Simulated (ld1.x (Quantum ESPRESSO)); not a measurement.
# Pseudopotential generation for fluorine: RRKJ, PBEsol

Do these settings give a usable potential? It is generated, then checked for transferability, scattering, ghosts and hardness.

Method: ld1.x (Quantum ESPRESSO) 7.5, PBEsol, scalar-relativistic.

## (1) Starting point

Typed settings, in words:

```
element                 : fluorine (F, Z = 9)
type                    : norm-conserving RRKJ (Kleinman–Bylander form)
frozen core             : [He]
valence charge          : 7
reference configuration : 2s2 2p5
partial waves           : 2s (bound): rc 0.80 bohr; 2p (bound): rc 0.95 bohr; 3d channel at 0.4 Ry: rc 0.90 bohr
local potential         : all-electron potential smoothed inside 0.95 bohr (lloc = -1)
core correction         : a·sin(br)/r model core inside 0.55 bohr
```

The outer shells as boxes (Hund's rule for the drawing; the calculation is spin-unpolarised):

```
[He] core
2s [↑↓]
2p [↑↓][↑↓][↑ ]
```

## (2) The generation run

The input, F.in:

```
 &input
   title='F', zed=9., rel=1, dft='PBESOL', iswitch=3,
   config='[He] 2s2 2p5 3d-2',
   nld=3, rlderiv=1.05, eminld=-4.0, emaxld=5.0, deld=0.02
 /
 &inputp
   pseudotype=2, tm=.false., rho0=0.001, lloc=-1, rcloc=0.95,
   nlcc=.true., rcore=0.55,
   file_pseudopw='F.UPF', file_wfcaegen='ae.wfc', file_wfcncgen='nc.wfc', file_beta='beta', file_chi='chi'
 /
3
2S  1  0   2.00   0.00  0.80  0.80  0.0
2P  2  1   5.00   0.00  0.95  0.95  0.0
3D  3  2  -2.00   0.40  0.90  0.90  0.0
 &test
   configts(1)='2s2 2p5'
 /
```

Launch:

```sh
ld1.x < F.in > F.out
```

What the program wrote to F.out (without the banner and most projector matrices):

```text
     Program LD1 v.7.5
     --------------------------- All-electron run ----------------------------

     F
     scalar relativistic calculation

     atomic number is  9.00
     dft =PBESOL   lsd =0 sic =0 latt =0  beta=0.20 tr2=1.0E-14
     Exchange-correlation= PBESOL
                           (   1   4  10   8   0   0   0)
     mesh =1105 r(mesh) =  99.76081 a.u. xmin = -7.00 dx = 0.01250
     1 Ry =  13.60569312 eV, c = 137.03599908

     n l     nl                  e(Ry)          e(Ha)          e(eV)
     1 0     1S 1( 2.00)       -48.5945       -24.2973      -661.1624
     2 0     2S 1( 2.00)        -2.1844        -1.0922       -29.7204
     2 1     2P 1( 5.00)        -0.8123        -0.4061       -11.0517

     final scf error:  6.2E-15 reached in  22 iterations

     Etot =    -198.896219 Ry,     -99.448109 Ha,   -2706.120914 eV

     Ekin =     198.653027 Ry,      99.326514 Ha,    2702.812130 eV
     Encl =    -476.966171 Ry,    -238.483086 Ha,   -6489.455358 eV
     Eh   =      99.223089 Ry,      49.611545 Ha,    1349.998903 eV
     Exc  =     -19.806164 Ry,      -9.903082 Ha,    -269.476588 eV

     normalization and overlap integrals

     s(1S/1S) =  1.000000  <r> =   0.1767  <r2> =    0.0421  r(max) =   0.1139
     s(2S/2S) =  1.000000  <r> =   1.0060  <r2> =    1.2343  r(max) =   0.7617
     s(2P/2P) =  1.000000  <r> =   1.1047  <r2> =    1.6352  r(max) =   0.7066

     ------------------------ End of All-electron run ------------------------

     --------------------- Generating NC pseudopotential ---------------------

      Generating local potential from pseudized AE potential:
      Matching radius rcloc =   0.9500

      Local pseudo, rcloc= 0.954 Estimated cut-off energy=    27.02 Ry

      Computing core charge for nlcc:

       r > 0.55 : true rho core
       r < 0.55 : rho core = a sin(br)/r    a=   0.77  b=   5.06

      Integrated core pseudo-charge :   0.10

      Wfc   2S  rcut= 0.801  Estimated cut-off energy=       69.95 Ry
      Using 4 Bessel functions for this wfc, rho(0) = 0.001
      This function has    0 nodes for 0 < r <    0.801

      Wfc   2P  rcut= 0.954  Estimated cut-off energy=      192.70 Ry
      This function has    0 nodes for 0 < r <    0.954

      Wfc   3D  rcut= 0.907  Estimated cut-off energy=      268.34 Ry
      This function has    0 nodes for 0 < r <    0.907

     ------------------- End of pseudopotential generation -------------------

     [... the all-electron block is printed once more ...]


     Computing logarithmic derivative in   1.04765
     Computing logarithmic derivative in   1.04765
     Computing the partial wave expansion
     R is outside the sphere for l=    0 j= 0.00
     R is outside the sphere for l=    1 j= 0.00
     R is outside the sphere for l=    2 j= 0.00

     ---------------------- Testing the pseudopotential ----------------------

     F
     scalar relativistic calculation

     atomic number is  9.00   valence charge is  7.00
     dft =PBESOL   lsd =0 sic =0 latt =0  beta=0.20 tr2=1.0E-14
     mesh =1105 r(mesh) =  99.76081 xmin = -7.00 dx = 0.01250

     n l     nl             e AE (Ry)        e PS (Ry)    De AE-PS (Ry)
     1 0     2S   1( 2.00)       -2.18441       -2.18444        0.00003
     2 1     2P   1( 5.00)       -0.81228       -0.81230        0.00001

     eps = 9.2E-15  iter =  4

     Etot =    -198.896219 Ry,     -99.448109 Ha,   -2706.120914 eV
     Etotps =   -48.128364 Ry,     -24.064182 Ha,    -654.819745 eV

     Ekin =      36.124812 Ry,      18.062406 Ha,     491.503104 eV
     Encl =    -110.545537 Ry,     -55.272768 Ha,   -1504.048646 eV
     Ehrt =      42.219826 Ry,      21.109913 Ha,     574.430000 eV
     Ecxc =      -9.060711 Ry,      -4.530356 Ha,    -123.277259 eV
     (Ecc =      -0.094805 Ry,      -0.047403 Ha,      -1.289892 eV)
     Epseu=      -6.866754 Ry,      -3.433377 Ha,     -93.426944 eV

     ---------------------- End of pseudopotential test ----------------------
```

Run time: 2.7 s. Hardware: 1 thread of Intel Xeon 6975P-C, shared host. This counts the later configuration tests of the new file too.

Partial waves on a coarse radial grid (AE all-electron, PS pseudo):

```csv
r (bohr),2p AE,2p PS,2s AE,2s PS
0.047,0.0383,0.0176,-0.3695,0.0058
0.095,0.1276,0.0700,-0.4511,0.0240
0.142,0.2357,0.1502,-0.3736,0.0631
0.190,0.3501,0.2538,-0.2147,0.1297
0.237,0.4568,0.3676,-0.0280,0.2202
0.285,0.5553,0.4866,0.1663,0.3327
0.332,0.6392,0.5975,0.3449,0.4535
0.380,0.7118,0.6978,0.5072,0.5775
0.427,0.7700,0.7789,0.6431,0.6905
0.475,0.8172,0.8421,0.7577,0.7906
0.522,0.8522,0.8849,0.8468,0.8701
0.570,0.8777,0.9114,0.9162,0.9318
0.617,0.8940,0.9235,0.9653,0.9747
0.665,0.9028,0.9254,0.9985,1.0030
0.712,0.9050,0.9202,1.0169,1.0184
0.760,0.9018,0.9104,1.0235,1.0237
0.807,0.8942,0.8981,1.0201,1.0201
0.855,0.8826,0.8839,1.0084,1.0084
0.902,0.8683,0.8685,0.9905,0.9905
0.950,0.8513,0.8513,0.9669,0.9669
0.997,0.8328,0.8328,0.9399,0.9399
1.045,0.8124,0.8124,0.9093,0.9093
1.092,0.7914,0.7914,0.8772,0.8772
1.140,0.7692,0.7692,0.8430,0.8430
1.187,0.7469,0.7469,0.8086,0.8086
1.235,0.7239,0.7239,0.7731,0.7731
```

## (3) Testing the new file in other configurations

The input, F.test.in:

```
 &input
   title='F', zed=9., rel=1, dft='PBESOL', iswitch=2,
   config='[He] 2s2 2p5 3d-2'
 /
 &test
   file_pseudo='F.UPF', nconf=8,
   configts(1)='2s2 2p5',
   configts(2)='2s2 2p4',
   configts(3)='2s2 2p3',
   configts(4)='2s2 2p2',
   configts(5)='2s1 2p6',
   configts(6)='2s1 2p5',
   configts(7)='2s2 2p4.5',
   configts(8)='2s2 2p5.3'
 /
```

Launch:

```sh
ld1.x < F.test.in > F.test.out
```

F.test.out, the pseudopotential blocks:

```text
     ---------------------- Testing the pseudopotential ----------------------

     F
     scalar relativistic calculation

     atomic number is  9.00   valence charge is  7.00
     dft =PBESOL   lsd =0 sic =0 latt =0  beta=0.20 tr2=1.0E-14
     mesh =1105 r(mesh) =  99.76081 xmin = -7.00 dx = 0.01250

     n l     nl             e AE (Ry)        e PS (Ry)    De AE-PS (Ry)
     1 0     2S   1( 2.00)       -2.18441       -2.18444        0.00003
     2 1     2P   1( 5.00)       -0.81228       -0.81230        0.00001

     eps = 5.9E-15  iter = 22

     Etot =    -198.896219 Ry,     -99.448109 Ha,   -2706.120914 eV
     Etotps =   -48.128362 Ry,     -24.064181 Ha,    -654.819728 eV

     Ekin =      36.124813 Ry,      18.062407 Ha,     491.503126 eV
     Encl =    -110.545537 Ry,     -55.272768 Ha,   -1504.048650 eV
     Ehrt =      42.219826 Ry,      21.109913 Ha,     574.430001 eV
     Ecxc =      -9.060711 Ry,      -4.530356 Ha,    -123.277259 eV
     (Ecc =      -0.094805 Ry,      -0.047403 Ha,      -1.289892 eV)
     Epseu=      -6.866754 Ry,      -3.433377 Ha,     -93.426946 eV

     ---------------------- End of pseudopotential test ----------------------

     ---------------------- Testing the pseudopotential ----------------------

     F
     scalar relativistic calculation

     atomic number is  9.00   valence charge is  7.00
     dft =PBESOL   lsd =0 sic =0 latt =0  beta=0.20 tr2=1.0E-14
     mesh =1105 r(mesh) =  99.76081 xmin = -7.00 dx = 0.01250

     n l     nl             e AE (Ry)        e PS (Ry)    De AE-PS (Ry)
     1 0     2S   1( 2.00)       -3.46782       -3.46848        0.00065
     2 1     2P   1( 4.00)       -2.07413       -2.07396       -0.00017

     eps = 9.9E-15  iter = 24

     Etot =    -197.476466 Ry,     -98.738233 Ha,   -2686.804198 eV
     Etotps =   -46.708512 Ry,     -23.354256 Ha,    -635.501675 eV
     dEtot_ae =       1.419752 Ry
     dEtot_ps =       1.419851 Ry,   Delta E=      -0.000098 Ry

     Ekin =      33.919155 Ry,      16.959578 Ha,     461.493619 eV
     Encl =    -100.083868 Ry,     -50.041934 Ha,   -1361.710398 eV
     Ehrt =      33.680854 Ry,      16.840427 Ha,     458.251364 eV
     Ecxc =      -8.042491 Ry,      -4.021246 Ha,    -109.423666 eV
     (Ecc =      -0.094805 Ry,      -0.047403 Ha,      -1.289892 eV)
     Epseu=      -6.182162 Ry,      -3.091081 Ha,     -84.112593 eV

     ---------------------- End of pseudopotential test ----------------------

     ---------------------- Testing the pseudopotential ----------------------

     F
     scalar relativistic calculation

     atomic number is  9.00   valence charge is  7.00
     dft =PBESOL   lsd =0 sic =0 latt =0  beta=0.20 tr2=1.0E-14
     mesh =1105 r(mesh) =  99.76081 xmin = -7.00 dx = 0.01250

     n l     nl             e AE (Ry)        e PS (Ry)    De AE-PS (Ry)
     1 0     2S   1( 2.00)       -4.97983       -4.97994        0.00011
     2 1     2P   1( 3.00)       -3.59242       -3.58942       -0.00299

     eps = 4.0E-15  iter = 25

     Etot =    -194.663071 Ry,     -97.331535 Ha,   -2648.526004 eV
     Etotps =   -43.896197 Ry,     -21.948099 Ha,    -597.238189 eV
     dEtot_ae =       4.233148 Ry
     dEtot_ps =       4.232165 Ry,   Delta E=       0.000983 Ry

     Ekin =      30.080530 Ry,      15.040265 Ha,     409.266459 eV
     Encl =     -87.187961 Ry,     -43.593981 Ha,   -1186.252642 eV
     Ehrt =      24.991253 Ry,      12.495627 Ha,     340.023323 eV
     Ecxc =      -6.799885 Ry,      -3.399943 Ha,     -92.517151 eV
     (Ecc =      -0.094805 Ry,      -0.047403 Ha,      -1.289892 eV)
     Epseu=      -4.980134 Ry,      -2.490067 Ha,     -67.758177 eV

     ---------------------- End of pseudopotential test ----------------------

     ---------------------- Testing the pseudopotential ----------------------

     F
     scalar relativistic calculation

     atomic number is  9.00   valence charge is  7.00
     dft =PBESOL   lsd =0 sic =0 latt =0  beta=0.20 tr2=1.0E-14
     mesh =1105 r(mesh) =  99.76081 xmin = -7.00 dx = 0.01250

     n l     nl             e AE (Ry)        e PS (Ry)    De AE-PS (Ry)
     1 0     2S   1( 2.00)       -6.68351       -6.67893       -0.00458
     2 1     2P   1( 2.00)       -5.33500       -5.32183       -0.01318  !

     eps = 7.2E-15  iter = 23

     Etot =    -190.217225 Ry,     -95.108612 Ha,   -2588.037188 eV
     Etotps =   -39.457390 Ry,     -19.728695 Ha,    -536.845133 eV
     dEtot_ae =       8.678994 Ry
     dEtot_ps =       8.670973 Ry,   Delta E=       0.008021 Ry

     Ekin =      24.480002 Ry,      12.240001 Ha,     333.067394 eV
     Encl =     -72.198662 Ry,     -36.099331 Ha,    -982.312838 eV
     Ehrt =      16.855358 Ry,       8.427679 Ha,     229.328829 eV
     Ecxc =      -5.401305 Ry,      -2.700653 Ha,     -73.488502 eV
     (Ecc =      -0.094805 Ry,      -0.047403 Ha,      -1.289892 eV)
     Epseu=      -3.192782 Ry,      -1.596391 Ha,     -43.440016 eV

     ---------------------- End of pseudopotential test ----------------------

     ---------------------- Testing the pseudopotential ----------------------

     F
     scalar relativistic calculation

     atomic number is  9.00   valence charge is  7.00
     dft =PBESOL   lsd =0 sic =0 latt =0  beta=0.20 tr2=1.0E-14
     mesh =1105 r(mesh) =  99.76081 xmin = -7.00 dx = 0.01250

     n l     nl             e AE (Ry)        e PS (Ry)    De AE-PS (Ry)
     1 0     2S   1( 1.00)       -2.22012       -2.21938       -0.00074
     2 1     2P   1( 6.00)       -0.84401       -0.84434        0.00033

     eps = 5.1E-15  iter = 17

     Etot =    -197.522086 Ry,     -98.761043 Ha,   -2687.424894 eV
     Etotps =   -46.754762 Ry,     -23.377381 Ha,    -636.130944 eV
     dEtot_ae =       1.374132 Ry
     dEtot_ps =       1.373600 Ry,   Delta E=       0.000532 Ry

     Ekin =      40.015022 Ry,      20.007511 Ha,     544.432103 eV
     Encl =    -110.506909 Ry,     -55.253454 Ha,   -1503.523090 eV
     Ehrt =      41.972977 Ry,      20.986488 Ha,     571.071444 eV
     Ecxc =      -9.011264 Ry,      -4.505632 Ha,    -122.604489 eV
     (Ecc =      -0.094805 Ry,      -0.047403 Ha,      -1.289892 eV)
     Epseu=      -9.224588 Ry,      -4.612294 Ha,    -125.506911 eV

     ---------------------- End of pseudopotential test ----------------------

     ---------------------- Testing the pseudopotential ----------------------

     F
     scalar relativistic calculation

     atomic number is  9.00   valence charge is  7.00
     dft =PBESOL   lsd =0 sic =0 latt =0  beta=0.20 tr2=1.0E-14
     mesh =1105 r(mesh) =  99.76081 xmin = -7.00 dx = 0.01250

     n l     nl             e AE (Ry)        e PS (Ry)    De AE-PS (Ry)
     1 0     2S   1( 1.00)       -3.48092       -3.48133        0.00041
     2 1     2P   1( 5.00)       -2.08348       -2.08445        0.00097

     eps = 4.9E-15  iter = 23

     Etot =    -196.080875 Ry,     -98.040438 Ha,   -2667.816219 eV
     Etotps =   -45.312809 Ry,     -22.656405 Ha,    -616.512177 eV
     dEtot_ae =       2.815343 Ry
     dEtot_ps =       2.815553 Ry,   Delta E=      -0.000210 Ry

     Ekin =      38.215070 Ry,      19.107535 Ha,     519.942521 eV
     Encl =    -100.321417 Ry,     -50.160709 Ha,   -1364.942415 eV
     Ehrt =      33.604168 Ry,      16.802084 Ha,     457.207998 eV
     Ecxc =      -8.021802 Ry,      -4.010901 Ha,    -109.142175 eV
     (Ecc =      -0.094805 Ry,      -0.047403 Ha,      -1.289892 eV)
     Epseu=      -8.788829 Ry,      -4.394414 Ha,    -119.578106 eV

     ---------------------- End of pseudopotential test ----------------------

     ---------------------- Testing the pseudopotential ----------------------

     F
     scalar relativistic calculation

     atomic number is  9.00   valence charge is  7.00
     dft =PBESOL   lsd =0 sic =0 latt =0  beta=0.20 tr2=1.0E-14
     mesh =1105 r(mesh) =  99.76081 xmin = -7.00 dx = 0.01250

     n l     nl             e AE (Ry)        e PS (Ry)    De AE-PS (Ry)
     1 0     2S   1( 2.00)       -2.79410       -2.79446        0.00036
     2 1     2P   1( 4.50)       -1.40819       -1.40825        0.00006

     eps = 6.5E-15  iter = 24

     Etot =    -198.344238 Ry,     -99.172119 Ha,   -2698.610838 eV
     Etotps =   -47.576322 Ry,     -23.788161 Ha,    -647.308831 eV
     dEtot_ae =       0.551980 Ry
     dEtot_ps =       0.552041 Ry,   Delta E=      -0.000060 Ry

     Ekin =      35.216931 Ry,      17.608466 Ha,     479.150762 eV
     Encl =    -105.647515 Ry,     -52.823758 Ha,   -1437.407674 eV
     Ehrt =      38.023631 Ry,      19.011815 Ha,     517.337849 eV
     Ecxc =      -8.584686 Ry,      -4.292343 Ha,    -116.800607 eV
     (Ecc =      -0.094805 Ry,      -0.047403 Ha,      -1.289892 eV)
     Epseu=      -6.584682 Ry,      -3.292341 Ha,     -89.589160 eV

     ---------------------- End of pseudopotential test ----------------------

     ---------------------- Testing the pseudopotential ----------------------

     F
     scalar relativistic calculation

     atomic number is  9.00   valence charge is  7.00
     dft =PBESOL   lsd =0 sic =0 latt =0  beta=0.20 tr2=1.0E-14
     mesh =1105 r(mesh) =  99.76081 xmin = -7.00 dx = 0.01250

     n l     nl             e AE (Ry)        e PS (Ry)    De AE-PS (Ry)
     1 0     2S   1( 2.00)       -1.85443       -1.85431       -0.00013
     2 1     2P   1( 5.30)       -0.49277       -0.49273       -0.00004

     eps = 6.8E-15  iter = 20

     Etot =    -199.091187 Ry,     -99.545594 Ha,   -2708.773594 eV
     Etotps =   -48.323344 Ry,     -24.161672 Ha,    -657.472583 eV
     dEtot_ae =      -0.194968 Ry
     dEtot_ps =      -0.194981 Ry,   Delta E=       0.000013 Ry

     Ekin =      36.490400 Ry,      18.245200 Ha,     496.477182 eV
     Encl =    -113.126249 Ry,     -56.563124 Ha,   -1539.161025 eV
     Ehrt =      44.602732 Ry,      22.301366 Ha,     606.851090 eV
     Ecxc =      -9.308565 Ry,      -4.654282 Ha,    -126.649472 eV
     (Ecc =      -0.094805 Ry,      -0.047403 Ha,      -1.289892 eV)
     Epseu=      -6.981662 Ry,      -3.490831 Ha,     -94.990357 eV

     ---------------------- End of pseudopotential test ----------------------
```

Excitation and ionisation energies from 2s2 2p5, with the error of the potential. The frozen-core shift comes from a second all-electron run, not shown, with the core orbitals held at their reference shape; it is that run's ΔE less the relaxed one.

```csv
valence configuration,charge,ΔE all-electron (eV),error AE − PS (meV),frozen-core shift (meV)
2s2 2p4,+1,19.317,-1.3,+0.1
2s2 2p3,+2,57.595,+13,+0.9
2s2 2p2,+3,118.084,+109,+4.9
2s1 2p6,0,18.696,+7.2,+0.4
2s1 2p5,+1,38.305,-2.9,+0.6
2s2 2p4.5,+0.5,7.510,-0.8,0.0
2s2 2p5.3,-0.3,-2.653,+0.2,0.0
```

## (4) Logarithmic derivatives

Taken from the files of the generation run. The phase is arctan(r·u′/u) with u = r·R, unwrapped, with energies in Ry. A pole is an energy at which the radial function vanishes at the test radius. The pseudo phase is shifted by a multiple of π to meet the all-electron one at the reference energy. Levels narrower than the energy grid can be missing from the poles. The last column is the largest difference on the grid between −1 and +1 Ry.

```tsv
channel	radius (bohr)	reference (Ry)	poles AE	poles PS	window around the reference with phases within 0.05 rad (Ry)	largest difference near zero (rad)
s	1.05	-2.18	4.01	4.00	the whole range	0.000
p	1.05	-0.81	3.74	3.83	the whole range	0.002
d	1.05	0.40	none	none	the whole range	0.000
```

Phases (rad) along the scan:

```csv
E (Ry),p AE,p PS,s AE,s PS
-4.00,0.900,0.902,0.345,0.345
-3.52,0.817,0.819,0.106,0.106
-3.04,0.705,0.707,-0.172,-0.172
-2.56,0.550,0.552,-0.452,-0.452
-2.08,0.334,0.336,-0.698,-0.698
-1.60,0.044,0.045,-0.892,-0.892
-1.12,-0.296,-0.296,-1.041,-1.041
-0.64,-0.621,-0.621,-1.154,-1.154
-0.16,-0.881,-0.880,-1.241,-1.241
0.32,-1.070,-1.069,-1.309,-1.309
0.80,-1.206,-1.204,-1.364,-1.365
1.28,-1.306,-1.304,-1.410,-1.410
1.76,-1.382,-1.379,-1.448,-1.448
2.24,-1.442,-1.439,-1.481,-1.481
2.72,-1.491,-1.487,-1.509,-1.509
3.20,-1.532,-1.527,-1.534,-1.534
3.68,-1.567,-1.561,-1.556,-1.557
4.16,-1.597,-1.591,-1.577,-1.577
4.64,-1.625,-1.617,-1.595,-1.596
```

## (5) Cutoff and ghost test in a Bessel basis

A separate test, outside the generator: the pseudo-atom's Hamiltonian at the reference potential is diagonalised in spherical Bessel functions j_l(qr) that vanish at 20 bohr, with q² up to the cutoff.

All-electron valence levels (Ry): 2s -2.1844, 2p -0.8123. The lowest levels of each channel (Ry) by cutoff; the last column sums, over occupied levels, occupation times the distance from the level at 400 Ry. A positive value at high cutoff is not a bound level.

```csv
cutoff (Ry),s #1,p #1,d #1,f #1,Σ f·Δε (mRy)
8,-1.4210,-0.0024,0.0807,0.1213,5582.1
15,-1.4328,-0.1054,0.0807,0.1213,5043.7
25,-1.5322,-0.2694,0.0807,0.1213,4025.0
35,-1.6766,-0.4296,0.0807,0.1213,2935.2
50,-1.8696,-0.6029,0.0807,0.1213,1682.3
70,-2.0161,-0.7383,0.0807,0.1213,712.6
100,-2.1231,-0.8052,0.0807,0.1213,163.9
120,-2.1558,-0.8119,0.0807,0.1213,65.3
180,-2.1837,-0.8131,0.0807,0.1213,3.6
200,-2.1850,-0.8131,0.0807,0.1213,1.0
260,-2.1854,-0.8131,0.0807,0.1213,0.0
400,-2.1854,-0.8131,0.0807,0.1213,0.0
```

The sum stays within 10 mRy from 180 Ry and within 1 mRy from 200 Ry. The sum leaves out empty levels, which can need more. Ghost test: no level below the all-electron spectrum of its channel (s, p, d, f tested).

## (6) Summary of results

| quantity | value |
| --- | --- |
| cutoffs for 10 and 1 mRy, occupied levels | 180 Ry and 200 Ry |
| bound ghosts | none found |
| largest test error (AE − PS) | +109 meV, for 2s2 2p2 |
| largest phase difference near zero energy, channels read | 0.002 rad |

In words: The worst unpolarised test, 2s2 2p2, is off by 109 meV on 118.1 eV; by total energies transferability rates as fair for so large an energy. That test lies far up in energy; among those under 40 eV, nearer to bonding, the largest error is 7.2 meV. Freezing the core alone would shift it much less, so the error comes from the pseudisation. The potential is very hard: the looser tolerance needs 180 Ry. The slowest occupied level is 2s: taken alone it needs 200 Ry to come within 1 mRy, against 140 Ry for 2p. No bound ghost shows below the valence levels. Near zero energy the phases of the channels with partial waves agree within 0.002 rad. All of this concerns the isolated atom, not yet a solid.
